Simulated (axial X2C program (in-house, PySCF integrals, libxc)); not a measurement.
# OBe⁺: from the state search to constants

What are the state, bond length, wavenumber and bond energy of OBe⁺, and what does spin–orbit coupling change?

Method: all-electron X2C, O dyall-av3z, Be dyall-cv3z; program: an in-house X2C program for linear molecules on PySCF integrals.

All values are calculated.

## 1. Set-up

Contents of task.json:

```json
{
 "zs": [
  8,
  4
 ],
 "q": 1,
 "bas": [
  "dyall-av3z",
  "dyall-cv3z"
 ],
 "levels": [
  "PBE0",
  "HF",
  "BP86"
 ],
 "cc": true,
 "r0": 1.47,
 "thr": -2.0,
 "nmax": 90,
 "npts": 10,
 "nst": 2,
 "ntry": 6
}
```

Keys: zs atomic numbers; q charge; bas basis sets; levels methods (HF also brings MP2); cc coupled cluster on or off; r0 starting distance in Å; thr threshold in hartree for freezing inner shells (an s shell follows its p shell); nmax most natural virtual spinors; npts points asked for on the curve; nst determinants followed; ntry starts of the search.

Started as:

```sh
> python so2c.py task.json out
```

Spin-free means the one-electron spin-free X2C Hamiltonian; two-component (2c) means X2C with spin–orbit coupling and atomic mean-field two-electron Coulomb and Gaunt terms. Basis: O dyall-av3z contracted to [7s6p3d2f], Be dyall-cv3z contracted to [8s8p3d1f]; Gaussian nuclei, density fitting. Masses: O 15.995 u, Be 9.012 u.

Notation: σ, π±, δ± give the projection m of an orbital's angular momentum (0, ±1, ±2), α and β its spin, Λ and M_S the sums; ω is the projection of a spinor's total angular momentum and Ω the sum. Logs are in hartree.

The results follow Hamiltonian by Hamiltonian and level by level.

## 2. State search with PBE0

PBE0 moves the distance from 1.470 Å to 1.415 Å and compares determinants there.

Spin-free determinants:

```tsv
ΔE (eV)	state	open shells
0.00	M_S = 1/2, Λ = 1	beyond closed shells: π+α, π+β, π-α
1.13	M_S = 1/2, Λ = 0	beyond closed shells: σα
3.68	M_S = 3/2, Λ = 0	beyond closed shells: σα, π+α, π-α
3.76	M_S = 1/2, Λ = 0	beyond closed shells: σβ, π+α, π-α
5.20	M_S = 3/2, Λ = 1	beyond closed shells: 2 × σα, π+α, π+β, π-α
5.90	M_S = 1/2, Λ = 2	beyond closed shells: σα, π+α, π+β
5.90	M_S = 1/2, Λ = 0	beyond closed shells: σα, π+α, π-β
```

Two-component determinants:

```
ΔE (eV)    state                                  open shells
   0.00  Ω = 3/2                excess of +ω over −ω: ω = 3/2
   0.02  Ω = 1/2                excess of +ω over −ω: ω = 1/2
   3.77  Ω = 1/2  excess of +ω over −ω: 2 × ω = -1/2, ω = 3/2
   5.20  Ω = 5/2   excess of +ω over −ω: 2 × ω = 1/2, ω = 3/2
   5.89  Ω = 1/2                excess of +ω over −ω: ω = 1/2
```

## 3. PBE0, spin-free

State followed: M_S = 1/2, Λ = 1 (beyond closed shells: π+α, π+β, π-α). The scan is laid around 1.415 Å, a first estimate of the minimum, and this SCF restarts from the orbitals of the search.

Output at 1.415 Å:

```text
spin-free X2C-1e  PBE0
basis functions 108  fitting functions 532  grid points 4349
iter        total energy     max residual
   1        -89.520714860     1.32e-05
   2        -89.520714863     1.01e-05
   3        -89.520714863     6.10e-06
converged
one-electron -143.16404284  Coulomb 52.73316556  exact exchange -2.68753244  xc functional -8.36956363  nuclear repulsion 11.96725848
```

Along the bond, energies from the lowest point:

| R (Å) | E (eV) | μ (D) | HOMO (eV) | LUMO (eV) | iterations |
| --- | --- | --- | --- | --- | --- |
| 1.231 | 0.8509 | 6.57 | -17.53 | -13.64 | 10 |
| 1.288 | 0.3622 | 6.85 | -17.13 | -13.26 | 10 |
| 1.330 | 0.1477 | 7.05 | -16.84 | -12.99 | 10 |
| 1.373 | 0.0338 | 7.25 | -16.57 | -12.74 | 10 |
| 1.415 | 0.0000 | 7.44 | -16.32 | -12.51 | 3 |
| 1.464 | 0.0400 | 7.66 | -16.05 | -12.25 | 11 |
| 1.514 | 0.1456 | 7.87 | -15.79 | -12.01 | 11 |
| 1.578 | 0.3506 | 8.13 | -15.49 | -11.73 | 11 |
| 1.655 | 0.6716 | 8.41 | -15.18 | -11.42 | 12 |
| 1.769 | 1.2108 | 8.76 | -14.81 | -11.59 | 12 |

Dipoles are positive if Be is the positive end and refer to the centre of mass.

Outer orbitals at the reference distance:

| symmetry | occupied | ε (eV) | atomic character |
| --- | --- | --- | --- |
| σα | yes | -34.80 | 69% O s, 14% Be p, 8% Be d |
| σβ | yes | -32.71 | 67% O s, 14% Be p, 7% Be d |
| σα | yes | -18.55 | 83% O p, 5% Be p, 5% Be s |
| π-α | yes | -18.19 | 82% O p, 10% Be p, 5% Be d |
| π+α | yes | -18.19 | 82% O p, 10% Be p, 5% Be d |
| σβ | yes | -17.85 | 83% O p, 6% O s, 5% Be s |
| π+β | yes | -16.32 | 78% O p, 14% Be p, 5% Be d |
| π-β | no | -12.51 | 72% O p, 22% Be p, 4% Be d |
| σα | no | -11.01 | 50% Be s, 31% Be p, 10% O p |
| σβ | no | -10.98 | 49% Be s, 32% Be p, 10% O p |
| π+α | no | -7.07 | 73% Be p, 10% O p, 8% O d |

PBE0 fields in the half plane through the axis: z from -2.4 to 3.6 Å across, distance from the axis 0.15 to 2.25 Å upwards; O lies at z = 0 and Be at z = 1.415 Å; the ELF is damped to zero where the density is low.

log10 density (e/bohr³). Ten even steps from '0' (-6.33 ) to '9' (0.65 ):
```
001122333333332221100
012233344444433322110
122334445554444332210
123344555555554433210
223455666666655433211
234456777777665443211
234566788877776433210
234567899887897532110
```

ELF. Ten even steps from ' ' (0.00 ) to '@' (1.00 ):
```
                                          
                                          
                    ........              
          ....::::::--====--..            
        ..--==++++++++**++--..            
      ..--**############::                
      ::++##%%%%##%%%%++  ..              
      --**%%@@##==**%%::@@@@@@            
```

Re = 1.415 Å, ωe = 1289 cm⁻¹, ωexe = 9 cm⁻¹, Be = 1.461 cm⁻¹, De = 3.69 eV, μ = 7.44 D.

## 4. HF, spin-free

The SCF at the reference distance of 1.415 Å:

```text
spin-free X2C-1e  HF
basis functions 108  fitting functions 532  grid points 4349
iter        total energy     max residual
   1        -89.213748556     3.48e-02
   2        -89.221423833     5.09e-03
   3        -89.221754187     2.91e-03
   4        -89.221805460     1.33e-03
   5        -89.221827517     7.49e-04
   6        -89.221839237     4.58e-04
   7        -89.221842525     1.17e-04
   8        -89.221842729     1.94e-05
   9        -89.221842736     4.47e-06
  10        -89.221842736     1.26e-06
converged
one-electron -143.25069360  Coulomb 52.85982518  exact exchange -10.79823280  xc functional 0.00000000  nuclear repulsion 11.96725848
```

Re = 1.401 Å, ωe = 1355 cm⁻¹, ωexe = 8.75 cm⁻¹, Be = 1.49 cm⁻¹, De = 1.93 eV, μ = 7.87 D.

## 5. BP86, spin-free

Output at 1.415 Å:

```text
spin-free X2C-1e  BP86
basis functions 108  fitting functions 532  grid points 4349
iter        total energy     max residual
   1        -89.615589617     1.48e-02
   2        -89.616342381     9.18e-03
   3        -89.614869977     1.65e-02
   4        -89.616824008     1.23e-03
   5        -89.616834135     5.87e-05
   6        -89.616834178     2.19e-05
   7        -89.616834186     3.26e-06
   8        -89.616834186     5.56e-07
converged
one-electron -143.10757918  Coulomb 52.66770873  exact exchange 0.00000000  xc functional -11.14422222  nuclear repulsion 11.96725848
```

Re = 1.432 Å, ωe = 1230 cm⁻¹, ωexe = 9.03 cm⁻¹, Be = 1.427 cm⁻¹, De = 3.95 eV, μ = 7.29 D.

## 6. MP2 and beyond, spin-free

Correlated methods: 7 electrons correlated (frozen shells, counted by type: O 1 s; Be 1 s), 177 virtual spinors in MP2, 78 natural virtuals in coupled cluster.

Output of the correlated part at 1.415 Å:

```text
correlated 7  virtual 177  natural virtual 78  E(MP2) -0.218974712  MP2 remainder -0.002699632
iter   CCSD correlation   residual
   1     -0.221727112   7.00e-02
   2     -0.226005642   2.91e-02
   3     -0.227543203   1.41e-02
   4     -0.227519814   5.72e-03
   5     -0.227606313   2.28e-03
   6     -0.227602880   6.47e-04
   7     -0.227604348   1.37e-04
   8     -0.227603593   3.45e-05
   9     -0.227603604   1.12e-05
(T) -0.007502136  T1 0.0212  D1 0.0405  max T2 0.052
```

T1 in the output is the amplitude norm over the root of the electron number; divide by √2 for the Lee–Taylor value.

MP2: Re = 1.426 Å, ωe = 1269 cm⁻¹, Be = 1.437 cm⁻¹, De = 3.79 eV.

CCSD: Re = 1.423 Å, ωe = 1278 cm⁻¹, ωexe = 9.14 cm⁻¹, Be = 1.445 cm⁻¹, De = 3.65 eV. T1 at Re = 0.015 (Lee–Taylor, the printed value over √2).

CCSD(T): Re = 1.428 Å, ωe = 1258 cm⁻¹, ωexe = 9.18 cm⁻¹, Be = 1.435 cm⁻¹, De = 3.77 eV. T1 at Re = 0.015 (Lee–Taylor, the printed value over √2).

## 7. A higher determinant, spin-free

State: M_S = 1/2, Λ = 0 (beyond closed shells: σα).

Output at the reference distance:

```text
spin-free X2C-1e  PBE0
basis functions 108  fitting functions 532  grid points 4349
iter        total energy     max residual
   1        -89.479363067     5.07e-06
   2        -89.479363068     4.08e-06
converged
one-electron -142.97229273  Coulomb 52.56920658  exact exchange -2.68214964  xc functional -8.36138575  nuclear repulsion 11.96725848
```

| R (Å) | E above the lowest PBE0 point (eV) |
| --- | --- |
| 1.231 | 1.297 |
| 1.288 | 1.057 |
| 1.330 | 1.004 |
| 1.373 | 1.032 |
| 1.415 | 1.125 |
| 1.464 | 1.296 |
| 1.514 | 1.517 |
| 1.578 | 1.852 |
| 1.655 | 2.308 |

Re = 1.335 Å, ωe = 1445 cm⁻¹, ωexe = 9.33 cm⁻¹, Be = 1.641 cm⁻¹, μ = 6.39 D. Te = 1.00 eV.

## 8. The spin-free curves together

Energy (eV) of the followed determinant, spin-free, from each level's lowest point:

| R (Å) | PBE0 | HF | MP2 | CCSD | CCSD(T) | BP86 |
| --- | --- | --- | --- | --- | --- | --- |
| 1.231 | 0.851 | 0.777 | 0.952 | n/a | n/a | 0.954 |
| 1.288 | 0.362 | 0.306 | 0.426 | 0.408 | 0.429 | 0.434 |
| 1.330 | 0.148 | 0.108 | 0.188 | 0.176 | 0.190 | 0.196 |
| 1.373 | 0.034 | 0.013 | 0.053 | 0.047 | 0.054 | 0.058 |
| 1.415 | 0.000 | 0.000 | 0.000 | 0.000 | 0.000 | 0.000 |
| 1.464 | 0.040 | 0.066 | 0.021 | 0.027 | 0.018 | 0.012 |
| 1.514 | 0.146 | 0.200 | 0.110 | 0.122 | 0.104 | 0.089 |
| 1.578 | 0.351 | 0.442 | 0.298 | 0.315 | 0.285 | 0.259 |
| 1.655 | 0.672 | 0.808 | 0.608 | n/a | n/a | 0.539 |
| 1.769 | 1.211 | 1.382 | 1.279 | n/a | n/a | 1.023 |

## 9. PBE0, 2c

State followed: Ω = 3/2 (excess of +ω over −ω: ω = 3/2). The scan is laid around 1.415 Å, a first estimate of the minimum, and this SCF restarts from the orbitals of the search.

The SCF at the reference distance of 1.415 Å:

```text
two-component X2C + atomic mean field  PBE0
basis functions 108  fitting functions 532  grid points 4349
iter        total energy     max residual
   1        -89.516239622     7.52e-06
   2        -89.516239622     7.34e-06
converged
one-electron -143.15228354  Coulomb 52.72982016  exact exchange -2.68734726  xc functional -8.36900207  nuclear repulsion 11.96725848  atomic mean-field constant -0.00468539
```

Along the bond, energies from the lowest point:

| R (Å) | E (eV) | μ (D) | HOMO (eV) | LUMO (eV) | iterations |
| --- | --- | --- | --- | --- | --- |
| 1.231 | 0.8520 | 6.57 | -17.54 | -13.63 | 10 |
| 1.288 | 0.3629 | 6.85 | -17.13 | -13.25 | 10 |
| 1.330 | 0.1482 | 7.05 | -16.85 | -12.99 | 10 |
| 1.373 | 0.0340 | 7.25 | -16.58 | -12.74 | 10 |
| 1.415 | 0.0000 | 7.44 | -16.33 | -12.50 | 2 |
| 1.464 | 0.0398 | 7.66 | -16.05 | -12.24 | 11 |
| 1.514 | 0.1453 | 7.87 | -15.80 | -12.00 | 11 |
| 1.578 | 0.3501 | 8.13 | -15.50 | -11.72 | 12 |
| 1.655 | 0.6711 | 8.41 | -15.18 | -11.42 | 12 |
| 1.769 | 1.2101 | 8.76 | -14.81 | -11.59 | 12 |

Dipoles are positive if Be is the positive end and refer to the centre of mass.

Outer spinors at the reference distance:

```json
{"ω": "1/2", "occupied": "yes", "ε (eV)": "-34.80", "atomic character": "69% O s, 14% Be p, 8% Be d", "λ mixture": "100% σ"}
{"ω": "-1/2", "occupied": "yes", "ε (eV)": "-32.71", "atomic character": "67% O s, 14% Be p, 7% Be d", "λ mixture": "100% σ"}
{"ω": "1/2", "occupied": "yes", "ε (eV)": "-18.55", "atomic character": "83% O p, 5% Be p, 5% Be s", "λ mixture": "100% σ"}
{"ω": "-1/2", "occupied": "yes", "ε (eV)": "-18.20", "atomic character": "82% O p, 10% Be p, 5% Be d", "λ mixture": "100% π"}
{"ω": "3/2", "occupied": "yes", "ε (eV)": "-18.18", "atomic character": "82% O p, 10% Be p, 5% Be d", "λ mixture": "100% π"}
{"ω": "-1/2", "occupied": "yes", "ε (eV)": "-17.85", "atomic character": "82% O p, 6% O s, 5% Be s", "λ mixture": "100% σ"}
{"ω": "1/2", "occupied": "yes", "ε (eV)": "-16.33", "atomic character": "78% O p, 14% Be p, 5% Be d", "λ mixture": "100% π"}
{"ω": "-3/2", "occupied": "no", "ε (eV)": "-12.50", "atomic character": "72% O p, 22% Be p, 4% Be d", "λ mixture": "100% π"}
{"ω": "1/2", "occupied": "no", "ε (eV)": "-11.01", "atomic character": "50% Be s, 31% Be p, 10% O p", "λ mixture": "100% σ"}
{"ω": "-1/2", "occupied": "no", "ε (eV)": "-10.98", "atomic character": "49% Be s, 32% Be p, 10% O p", "λ mixture": "100% σ"}
{"ω": "-1/2", "occupied": "no", "ε (eV)": "-7.07", "atomic character": "73% Be p, 10% O p, 8% O d", "λ mixture": "100% π"}
```

PBE0 fields in the half plane through the axis: z from -2.4 to 3.6 Å across, distance from the axis 0.15 to 2.25 Å upwards; O lies at z = 0 and Be at z = 1.415 Å; the ELF is damped to zero where the density is low.

log10 density (e/bohr³). Ten even steps from '0' (-6.33 ) to '9' (0.65 ):
```
001122333333332221100
012233344444433322110
122334445554444332210
123344555555554433210
223455666666655433211
234456777777665443210
234566788877776433210
234567899887897532100
```

ELF. Ten even steps from '0' (0.00 ) to '9' (1.00 ):
```
000000000000000000000
000000000000000000000
000000000011110000000
000001122234431000000
000013455556531000000
000136777777200000000
000257887885010000000
000368974682999000000
```

Re = 1.415 Å, ωe = 1289 cm⁻¹, ωexe = 9 cm⁻¹, Be = 1.461 cm⁻¹, De = 3.69 eV, μ = 7.44 D.

## 10. HF, 2c

The SCF at the reference distance of 1.415 Å:

```text
two-component X2C + atomic mean field  HF
basis functions 108  fitting functions 532  grid points 4349
iter        total energy     max residual
   1        -89.209279325     3.48e-02
   2        -89.216952773     5.09e-03
   3        -89.217282624     2.91e-03
   4        -89.217333669     1.33e-03
   5        -89.217355541     7.43e-04
   6        -89.217367113     4.56e-04
   7        -89.217370372     1.17e-04
   8        -89.217370575     1.93e-05
   9        -89.217370581     4.47e-06
  10        -89.217370582     1.26e-06
converged
one-electron -143.23903784  Coulomb 52.85657859  exact exchange -10.79748443  xc functional 0.00000000  nuclear repulsion 11.96725848  atomic mean-field constant -0.00468539
```

Re = 1.401 Å, ωe = 1355 cm⁻¹, ωexe = 8.76 cm⁻¹, Be = 1.49 cm⁻¹, De = 1.94 eV, μ = 7.87 D.

## 11. BP86, 2c

The SCF at the reference distance of 1.415 Å:

```text
two-component X2C + atomic mean field  BP86
basis functions 108  fitting functions 532  grid points 4349
iter        total energy     max residual
   1        -89.611099031     1.48e-02
   2        -89.611851798     9.17e-03
   3        -89.610380296     1.65e-02
   4        -89.612333292     1.23e-03
   5        -89.612343402     5.87e-05
   6        -89.612343445     2.20e-05
   7        -89.612343452     3.26e-06
   8        -89.612343453     5.55e-07
converged
one-electron -143.09580295  Coulomb 52.66434294  exact exchange 0.00000000  xc functional -11.14345654  nuclear repulsion 11.96725848  atomic mean-field constant -0.00468539
```

Re = 1.432 Å, ωe = 1230 cm⁻¹, ωexe = 9.03 cm⁻¹, Be = 1.427 cm⁻¹, De = 3.96 eV, μ = 7.29 D.

## 12. MP2 and beyond, 2c

Correlated methods: 7 electrons correlated (frozen shells, counted by type: O 1 s; Be 1 s), 177 virtual spinors in MP2, 78 natural virtuals in coupled cluster.

Output of the correlated part at 1.415 Å:

```text
correlated 7  virtual 177  natural virtual 78  E(MP2) -0.218972078  MP2 remainder -0.002699148
iter   CCSD correlation   residual
   1     -0.221726687   7.00e-02
   2     -0.226004464   2.90e-02
   3     -0.227541138   1.41e-02
   4     -0.227517324   5.71e-03
   5     -0.227603516   2.28e-03
   6     -0.227600091   6.46e-04
   7     -0.227601563   1.36e-04
   8     -0.227600816   3.42e-05
   9     -0.227600826   1.11e-05
(T) -0.007502233  T1 0.0212  D1 0.0404  max T2 0.052
```

MP2: Re = 1.427 Å, ωe = 1269 cm⁻¹, Be = 1.437 cm⁻¹, De = 3.80 eV.

CCSD: Re = 1.423 Å, ωe = 1278 cm⁻¹, ωexe = 9.14 cm⁻¹, Be = 1.445 cm⁻¹, De = 3.66 eV. T1 at Re = 0.015 (Lee–Taylor, the printed value over √2).

CCSD(T): Re = 1.428 Å, ωe = 1258 cm⁻¹, ωexe = 9.19 cm⁻¹, Be = 1.434 cm⁻¹, De = 3.77 eV. T1 at Re = 0.015 (Lee–Taylor, the printed value over √2).

## 13. A higher determinant, 2c

State: Ω = 1/2 (excess of +ω over −ω: ω = 1/2).

Output at the reference distance:

```text
two-component X2C + atomic mean field  PBE0
basis functions 108  fitting functions 532  grid points 4349
iter        total energy     max residual
   1        -89.515679728     1.09e-05
   2        -89.515679732     7.62e-06
   3        -89.515679734     5.57e-06
converged
one-electron -143.15005506  Coulomb 52.72798664  exact exchange -2.68731343  xc functional -8.36887097  nuclear repulsion 11.96725848  atomic mean-field constant -0.00468539
```

| R (Å) | E above the lowest PBE0 point (eV) |
| --- | --- |
| 1.231 | 0.867 |
| 1.288 | 0.378 |
| 1.330 | 0.163 |
| 1.373 | 0.049 |
| 1.415 | 0.015 |
| 1.464 | 0.055 |
| 1.514 | 0.161 |
| 1.578 | 0.365 |
| 1.655 | 0.686 |

Re = 1.415 Å, ωe = 1289 cm⁻¹, ωexe = 9 cm⁻¹, Be = 1.461 cm⁻¹, μ = 7.44 D. Te = 0.02 eV.

## 14. The 2c curves together

Energy (eV) of the followed determinant, 2c, from each level's lowest point:

| R (Å) | PBE0 | HF | MP2 | CCSD | CCSD(T) | BP86 |
| --- | --- | --- | --- | --- | --- | --- |
| 1.231 | 0.852 | 0.778 | 0.953 | n/a | n/a | 0.955 |
| 1.288 | 0.363 | 0.307 | 0.427 | 0.409 | 0.430 | 0.435 |
| 1.330 | 0.148 | 0.108 | 0.188 | 0.176 | 0.191 | 0.196 |
| 1.373 | 0.034 | 0.013 | 0.053 | 0.047 | 0.054 | 0.058 |
| 1.415 | 0.000 | 0.000 | 0.000 | 0.000 | 0.000 | 0.000 |
| 1.464 | 0.040 | 0.066 | 0.021 | 0.027 | 0.018 | 0.012 |
| 1.514 | 0.145 | 0.200 | 0.109 | 0.121 | 0.104 | 0.089 |
| 1.578 | 0.350 | 0.441 | 0.297 | 0.314 | 0.285 | 0.259 |
| 1.655 | 0.671 | 0.807 | 0.607 | n/a | n/a | 0.538 |
| 1.769 | 1.210 | 1.382 | 1.278 | n/a | n/a | 1.022 |

Time for the job: 32 s (1 thread of Arm Neoverse V2, shared host).

## 15. Constants

Lowest determinant that the search found at its distance, spin-free: M_S = 1/2, Λ = 1 (beyond closed shells: π+α, π+β, π-α).

Lowest determinant that the search found at its distance, 2c: Ω = 3/2 (excess of +ω over −ω: ω = 3/2).

```json
{"Hamiltonian": "spin-free", "level": "PBE0", "Re (Å)": "1.415", "ωe (cm⁻¹)": "1289", "De (eV)": "3.69", "μ (D)": "7.44"}
{"Hamiltonian": "spin-free", "level": "HF", "Re (Å)": "1.401", "ωe (cm⁻¹)": "1355", "De (eV)": "1.93", "μ (D)": "7.87"}
{"Hamiltonian": "spin-free", "level": "MP2", "Re (Å)": "1.426", "ωe (cm⁻¹)": "1269", "De (eV)": "3.79", "μ (D)": "n/a"}
{"Hamiltonian": "spin-free", "level": "CCSD", "Re (Å)": "1.423", "ωe (cm⁻¹)": "1278", "De (eV)": "3.65", "μ (D)": "n/a"}
{"Hamiltonian": "spin-free", "level": "CCSD(T)", "Re (Å)": "1.428", "ωe (cm⁻¹)": "1258", "De (eV)": "3.77", "μ (D)": "n/a"}
{"Hamiltonian": "spin-free", "level": "BP86", "Re (Å)": "1.432", "ωe (cm⁻¹)": "1230", "De (eV)": "3.95", "μ (D)": "7.29"}
{"Hamiltonian": "2c", "level": "PBE0", "Re (Å)": "1.415", "ωe (cm⁻¹)": "1289", "De (eV)": "3.69", "μ (D)": "7.44"}
{"Hamiltonian": "2c", "level": "HF", "Re (Å)": "1.401", "ωe (cm⁻¹)": "1355", "De (eV)": "1.94", "μ (D)": "7.87"}
{"Hamiltonian": "2c", "level": "MP2", "Re (Å)": "1.427", "ωe (cm⁻¹)": "1269", "De (eV)": "3.80", "μ (D)": "n/a"}
{"Hamiltonian": "2c", "level": "CCSD", "Re (Å)": "1.423", "ωe (cm⁻¹)": "1278", "De (eV)": "3.66", "μ (D)": "n/a"}
{"Hamiltonian": "2c", "level": "CCSD(T)", "Re (Å)": "1.428", "ωe (cm⁻¹)": "1258", "De (eV)": "3.77", "μ (D)": "n/a"}
{"Hamiltonian": "2c", "level": "BP86", "Re (Å)": "1.432", "ωe (cm⁻¹)": "1230", "De (eV)": "3.96", "μ (D)": "7.29"}
```

Dipoles are positive if Be is the positive end and refer to the centre of mass.

Time per point (s) on 1 thread of Arm Neoverse V2, shared host (2c runs; CCSD comes with the CCSD(T) run); the times are rough: PBE0 0.16, HF 0.073, MP2 0.11, CCSD(T) 0.95, BP86 0.14.

What this shows: At CCSD(T), going from spin-free to two-component changes Re by 0 mÅ, ωe by 0.0 %, which is small (part of it comes from the scalar share of the two-electron terms). De moves by 0.00 eV; both De rest on single-determinant atoms, which can miss part of an open shell's spin–orbit lowering.

De refers to O + Be+, each in the lowest determinant found, which need not be this curve's own limit. Each curve is one determinant whose occupation by symmetry is held fixed; it was picked as the lowest of a PBE0 search that is not exhaustive. Dissociation energies refer to the lowest single-determinant-based atoms at the same level and basis. Density functionals use the spin component along the axis (collinear). CCSD and (T) use frozen natural virtuals with an MP2 correction for the truncation.
